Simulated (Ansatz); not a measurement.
# GaH6N: the cost of one run

All numbers below are computed with Ansatz 0.2.0 (RKS PBE0-D4/def2-SVP).

1 further run of the same task is left out (it didn't finish).

### Step 1. The structure to begin with

Bond lengths: Ga1–N2 2.280 Å, N2–H3 1.060 Å, N2–H4 1.060 Å, Ga1–H5 1.570 Å, Ga1–H6 1.570 Å. Angles: Ga1–N2–H3 120.0°, Ga1–N2–H4 120.0°, H3–N2–H4 120.0°, N2–Ga1–H5 120.0°, N2–Ga1–H6 120.0°, H5–Ga1–H6 120.0°.

Coordinates:

```xyz
8

Ga    0.0000    0.0000    0.0000
N     0.0000    0.0000    2.2800
H    -0.8770   -0.2713    2.8100
H     0.8770    0.2713    2.8100
H     1.3596    0.0000   -0.7850
H    -1.3596    0.0000   -0.7850
H    -0.2339    1.7591    0.5897
H    -0.1834    1.3794    1.5756
```

### Step 2. Pulling towards end A

Springs on the bonds that form and break draw the guess towards this end; the thresholds are loose.

input.yaml reads:

```yaml
crystal:
  periodic: [false, false, false]
  atoms:
    - { symbol: Ga, position_ang: [0.0, 0.0, 0.0] }
    - { symbol: "N", position_ang: [0.0, 0.0, 2.28] }
    - { symbol: H, position_ang: [-0.877, -0.2713, 2.81] }
    - { symbol: H, position_ang: [0.877, 0.2713, 2.81] }
    - { symbol: H, position_ang: [1.3596, 0.0, -0.785] }
    - { symbol: H, position_ang: [-1.3596, 0.0, -0.785] }
    - { symbol: H, position_ang: [-0.2339, 1.7591, 0.5897] }
    - { symbol: H, position_ang: [-0.1834, 1.3794, 1.5756] }
basis:
  gaussian: { orbitals: def2-SVP }
hamiltonian:
  xc: pbe0
  dispersion: d4
relax:
  f_tol: 0.15
  max_steps: 25
  restrain:
    - { distance: [0, 6], at: 2.77, k: 30.0 }
    - { distance: [7, 1], at: 2.26, k: 30.0 }
    - { distance: [0, 1], at: 1.93, k: 30.0 }
    - { distance: [7, 6], at: 0.66, k: 30.0 }
```

The run is started by

```sh
ansatz run input.yaml --threads 1 --pin off --max-ram 2048MiB --backend cpu --events-out ev --progress --plain --runs-dir out
```

What time and memory should one allow on 1 thread of Intel Xeon Platinum 8259CL at 2.50GHz (Skylake/Cascade Lake), shared host?

About 32 s, with a peak of 0.16 GiB.
